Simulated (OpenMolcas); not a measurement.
**Ce³⁺ with 6 ligands (fluoride): CASSCF and CASPT2 levels and susceptibility**

Which state of Ce³⁺ lies lowest among these ligands, how large is the field, and what χT follows?

The numbers are computed with OpenMolcas 26.06 (state-averaged CASSCF and CASPT2, spin-orbit coupling by RASSI with atomic mean-field integrals), except any that are marked as measured or tabulated.

## Step 1: The system

| Item | Value |
| --- | --- |
| Species | Ce³⁺ (cerium, Z = 58, 55 electrons) |
| Basis | ANO-RCC-VDZP [7s6p4d2f1g], 152 functions with the ligands |
| Scalar Hamiltonian | DKH2, point nucleus |
| Inactive shells | 1s 2s 2p 3s 3p 3d 4s 4p 4d 5s 5p of the metal, and all ligand shells |
| Active space | 1 electron in 7 orbitals (4f) |
| Some configurations of this space | 4f |
| Orbitals | optimised for the highest spin of each parity, averaged over all roots |

The outer shells:

4f
```
4f [↑ ][  ][  ][  ][  ][  ][  ]
```

Ce³⁺ is taken with 6 ligands (fluoride) in octahedron coordination (Oh) at 2.42 Å. A charge of +0.5 e stands 2.8 Å behind each ligand. Ligand basis ANO-RCC-VDZP. The distances are assumed, not relaxed.

```xyz
7

Ce    0.0000    0.0000    0.0000
F     2.4200    0.0000    0.0000
F     0.0000    2.4200    0.0000
F    -2.4200    0.0000    0.0000
F     0.0000   -2.4200    0.0000
F     0.0000    0.0000    2.4200
F     0.0000    0.0000   -2.4200
```

The work runs as a chain of OpenMolcas steps in one folder; each step below is one input file. Labels, J, g values, rates, χT and fits are worked out afterwards by a script from the matrices that RASSI stores. The input lists half of the charges; inversion (Group=XYZ) makes the rest.

## Step 2: GATEWAY and SEWARD: basis and integrals

a.inp

```
&GATEWAY
Coord
7

Ce 0.0 0.0 0.0
F 2.420000 0.000000 0.000000
F 0.000000 2.420000 0.000000
F -2.420000 0.000000 0.000000
F 0.000000 -2.420000 0.000000
F 0.000000 0.000000 2.420000
F 0.000000 0.000000 -2.420000
Basis=Ce.ANO-RCC-VDZP,F.ANO-RCC-VDZP
Group=XYZ
NoMove
AngMom=0.0 0.0 0.0
AMFI
RICD
XField
3 Angstrom 0
5.220000 0.000000 0.000000 0.500000
0.000000 5.220000 0.000000 0.500000
0.000000 0.000000 5.220000 0.500000
&SEWARD
```

Started as:

```bash
$ OMP_NUM_THREADS=1 MOLCAS_MEM=2457 MOLCAS_PROJECT=a pymolcas a.inp > a.log
```

## Step 3: Reference wave functions, doublets of odd parity, 7 roots

a.inp

```
&RASSCF
FileOrb=start.orb
Symmetry=2
Spin=2
nActEl=1 0 0
Inactive=30 27
Ras2=0 7
CIRoot=7 7 1
SDav=7
CIMx=300
Iter=150 100
PrWF=0.3
OrbListing=Nothing
MaxOrb=0
LevShft=1.0
>>> COPY $Project.JobIph JOB001
```

start.orb holds start orbitals that the driver prepared beforehand, or those of the step before.

## Step 4: RASSI: spin-orbit coupling between the states

a.inp

```
&RASSI
NrOfJobIphs=1 7
1 2 3 4 5 6 7
IphNames
JOB001
EJob
SpinOrbit
DIPRint=1.0
SOCoupling=1000.0
Subsets=2
Property=9
'ANGMOM' 1 'ANGMOM' 2 'ANGMOM' 3 'MLTPL  1' 1 'MLTPL  1' 2 'MLTPL  1' 3
'AMFI' 1 'AMFI' 2 'AMFI' 3
SOProperty=3
'ANGMOM' 1 'ANGMOM' 2 'ANGMOM' 3
```

## Step 5: CASPT2: IPEA 0.25, imaginary shift 0.1 (closed shells correlated: 5s 5p of the metal, with ligand shells; the Frozen line counts the rest)

a.inp

```
>>> COPY JOB001 $Project.JobIph
&CASPT2
Multistate=7 1 2 3 4 5 6 7
NoMult
Frozen=17 12
IPEA=0.25
Imaginary=0.1
MaxIter=60
WThr=0.0 0.3 0.05
PrWF=0.5
NoMix
```

(Steps that only read results are left out.)

Q: Predict the outcome of this session. Wanted: spin-free ground state; first state of the same spin within the active space; lowest level; next level.

**Answer**, as computed:

```
                                            quantity                                                                                                                                          value
                                              method  SS-CASPT2, IPEA 0.25, imaginary shift 0.1 (closed shells correlated: 5s 5p of the metal, with ligand shells; the Frozen line counts the rest)
                              spin-free ground state                                                                                                                2A2, 1-fold in its orbital part
first state of the same spin within the active space                                                                                                                                2T2 at 313 cm⁻¹
                                        lowest level                                                                                                                2-fold Γ7, g = 1.32, 1.32, 1.32
                                          next level                                                                                                                                     741.5 cm⁻¹
                                         χT at 300 K                                                                                                                                 0.49 cm³ K/mol
                           effective moment at 300 K                                                                                                                                        1.97 μB
```

Cost by method:

```tsv
method	time of its own steps	time with the reference
A. CASSCF	12 s	12 s
B. SS-CASPT2, IPEA 0.25, imaginary shift 0.1, +5s 5p	23 s	35 s
```

Times are of one thread on a shared host.

In words: The spin-free ground state (2A2) comes to 100 % from free-ion F terms and keeps the highest spin of the shell. CASPT2 does not keep the components of a term degenerate, and the means are used.
